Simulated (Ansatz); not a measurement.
**BClO (boron chloride oxide) at RPA@PBE/STO-3G**

Aim: the electronic atomisation energy of BClO (boron chloride oxide) at RPA@PBE/STO-3G, from 4 runs. 

The results are computed with Ansatz 0.2.0.

61 further runs of the same task are left out: 15 that didn't finish, 46 set aside as unsound or not needed.

**1. The system as given**

BClO has 3 atoms, charge 0, and is taken as a singlet. As SMILES, `O=BCl`. Geometry: relaxed at GFN2-xTB.

Bond lengths: O1–B2 1.193 Å, B2–Cl3 1.639 Å. Angles: O1–B2–Cl3 179.9°.

**2. A single-point energy at RPA@PBE/STO-3G**

Contents of input.yaml:

```yaml
crystal:
  periodic: [false, false, false]
  atoms:
    - {symbol: O, position_ang: [1.019560, 0.606200, 0.626990]}
    - {symbol: B, position_ang: [0.113080, 0.066620, 0.069470]}
    - {symbol: Cl, position_ang: [-1.132640, -0.672810, -0.696460]}
basis:
  gaussian:
    orbitals: STO-3G
hamiltonian:
  xc: pbe
correlation:
  method: rpa
  frozen_orbitals: {B: 1, Cl: 5, O: 1}
accuracy: high
```

Started as:

```sh
$ ansatz run input.yaml --threads 1 --pin off --max-ram 2610MiB --events-out events.jsonl --progress --plain --runs-dir runs
```

Log:

```text
Warning: RAYON_NUM_THREADS=1 ignored (pool sized by the plan → 1); use --threads N
Functional definition: PBE
  name "PBE"
  parameter kappa = 0.804
  parameter beta = 0.06672455060314922
  exchange = pbe_x(kappa = kappa, mu = beta*pi^2/3)
  correlation = pbe_c(beta = beta)
323 factors; integrals over basis functions are off by at most 2.9e-8 eV
mean field evaluation 1: about -15064.4693 eV, gradient 2.3e1 eV
mean field evaluation 2: about -15064.4364 eV, gradient 2.3e1 eV
mean field evaluation 4: about -15065.9114 eV, gradient 5.4e0 eV
mean field evaluation 8: about -15066.0268 eV, gradient 1.3e-2 eV
mean field evaluation 16: about -15066.0268 eV, gradient 5.6e-9 eV
mean field -15066.02681828 eV, -553.6662734520 hartree, gradient 5.4e-9 eV, S^2 0.000000; 0 other end points of the search recorded, 0 dependent functions left out
7 core orbitals not correlated: weight in the atoms' cores, before any rotation towards them, 1.000 or more for the frozen orbitals, at most 0.000 for the correlated occupied ones
reference -15043.78553429 eV, -552.8489213412 hartree; 8, 8 occupied and 4, 4 virtual orbitals, 323 factors
Total energy: -15049.31306220 eV, -553.0520542449 hartree
```

It took 1.2 s on 1 thread of Arm Neoverse V1, shared host.

**3. The B atom, same level**

Contents of in.yaml:

```yaml
crystal:
  periodic: [false, false, false]
  atoms:
    - {symbol: B, position_ang: [0.000000, 0.000000, 0.000000]}
basis:
  gaussian:
    orbitals: STO-3G
magnetization:
  spin_polarized: true
  initial_magnetization: 1
hamiltonian:
  xc: pbe
correlation:
  method: rpa
  frozen_orbitals: {B: 1}
accuracy: high
```

Started as:

```sh
$ ansatz run in.yaml --threads 1 --pin off --max-ram 2610MiB --events-out events.jsonl --progress --plain --runs-dir runs
```

Log:

```text
Warning: RAYON_NUM_THREADS=1 ignored (pool sized by the plan → 1); use --threads N
Functional definition: PBE
  name "PBE"
  parameter kappa = 0.804
  parameter beta = 0.06672455060314922
  exchange = pbe_x(kappa = kappa, mu = beta*pi^2/3)
  correlation = pbe_c(beta = beta)
15 factors; integrals over basis functions are off by at most 8.9e-10 eV
mean field evaluation 1: about -659.1828 eV, gradient 1.2e-6 eV
mean field evaluation 2: about -659.1827 eV, gradient 3.8e-6 eV
mean field evaluation 4: about -659.1827 eV, gradient 8.0e-7 eV
mean field evaluation 8: about -659.1825 eV, gradient 0.0e0 eV
mean field evaluation 16: about -659.1379 eV, gradient 5.5e0 eV
mean field -659.18268237 eV, -24.2245167672 hartree, gradient 0.0e0 eV, S^2 0.750000; 4 other end points of the search recorded, 0 dependent functions left out
1 core orbitals not correlated: weight in the atoms' cores, before any rotation towards them, 1.000 or more for the frozen orbitals, at most 0.000 for the correlated occupied ones
reference -657.12745801 eV, -24.1489886649 hartree; 2, 1 occupied and 2, 3 virtual orbitals, 15 factors
Total energy: -659.23481628 eV, -24.2264326529 hartree
```

Run time: 0.4 s. Hardware: 1 thread of Arm Neoverse V1, shared host.

**4. The Cl atom, same level**

Contents of in.yaml:

```yaml
basis:
  gaussian: {orbitals: STO-3G}
crystal:
  periodic: [false, false, false]
  atoms:
    - {symbol: Cl, position_ang: [0.000000, 0.000000, 0.000000]}
magnetization: {spin_polarized: true, initial_magnetization: 1}
hamiltonian: {xc: {name: PBE}}
correlation: {method: rpa, frozen_orbitals: {Cl: 5}}
accuracy: high
```

Run the same way, it converges to -454.57165 Eh (log not shown).

**5. The O atom at the same level**

Contents of input.yaml:

```yaml
crystal:
  periodic: [false, false, false]
  atoms:
    - {symbol: O, position_ang: [0.000000, 0.000000, 0.000000]}
basis:
  gaussian: {orbitals: STO-3G}
magnetization: {spin_polarized: true, initial_magnetization: 2}
hamiltonian: {xc: {name: PBE}}
correlation: {method: rpa, frozen_orbitals: {O: 1}}
accuracy: high
```

Run the same way, it converges to -73.83858 Eh (log not shown).

**6. Results**

At RPA@PBE/STO-3G, 7 core orbitals frozen:

```
                                  quantity          value
                    molecule: total energy  -553.05205 Eh
molecule: RPA correlation energy (valence)     -203.1 mEh
                      B atom: total energy   -24.22643 Eh
  B atom: RPA correlation energy (valence)      -77.4 mEh
 B atom: ⟨S²⟩ of the reference determinant          0.750
                     Cl atom: total energy  -454.57165 Eh
 Cl atom: RPA correlation energy (valence)      -29.7 mEh
Cl atom: ⟨S²⟩ of the reference determinant          0.750
                      O atom: total energy   -73.83858 Eh
  O atom: RPA correlation energy (valence)      -34.4 mEh
 O atom: ⟨S²⟩ of the reference determinant          2.000
             electronic atomisation energy      11.303 eV
```

**Reading.** Taking the molecule apart into free atoms costs 11.30 eV (1091 kJ/mol), before zero-point energy and without spin-orbit coupling. In a minimal basis such a difference can be off by several eV, whatever the method.
